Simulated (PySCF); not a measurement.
# C2HPb (Pb(CCH)+): the cost of one run

Computed with PySCF 2.14.0. Level: B3LYP, Pb def2-SVP with ECP60, C def2-SVP, H def2-SVP; scalar-relativistic core potentials, no spin–orbit coupling.

2 further runs of the same task are left out: 2 for a known fault of the program.

## 1. Starting geometry

4 atoms, charge 1, spin multiplicity 1.

Bond lengths: Pb1–C2 2.175 Å, C2–C3 1.230 Å, C3–H4 1.081 Å. Angles: Pb1–C2–C3 180.0°, C2–C3–H4 180.0°.

Coordinates:

```xyz
4
C2HPb
Pb    0.0000    0.0000   -0.1879
C     0.0000    0.0000    1.9875
C     0.0000    0.0000    3.2173
H     0.0000    0.0000    4.2985
```

Formal oxidation states: Pb +2. An earlier session relaxed this geometry at B3LYP, Pb def2-SVP with ECP60, C def2-SVP, H def2-SVP (singlet, point group C∞v).

Its energy there is -269.353658 Eh.

## 2. Multiplicity 3 at the relaxed geometry

run.py (the lines that set the calculation) reads:

```python
mol = gto.M(atom='''
Pb     0.00000     0.00000    -0.18788
C      0.00000     0.00000     1.98748
C      0.00000     0.00000     3.21726
H      0.00000     0.00000     4.29846''',
    basis={'Pb': 'def2-SVP', 'C': 'def2-SVP', 'H': 'def2-SVP'},
    ecp={'Pb': 'def2-SVP'},
    charge=1, spin=2)
mf = dft.UKS(mol, xc='B3LYP')
mf.grids.atom_grid = (50, 194)
mf = mf.density_fit()  # fitting sets: Pb def2-universal-JKFIT, C def2-universal-JKFIT, H def2-universal-JKFIT
mf.conv_tol = 1e-08; mf.max_cycle = 55
mf.kernel(dm0)  # dm0: free metal ions and neutral atoms
```

Command:

```
> OMP_NUM_THREADS=2 python run.py
```

**Question.** How long does this run take on 2 threads of Arm Neoverse V2, shared host?

About 1.3 s.
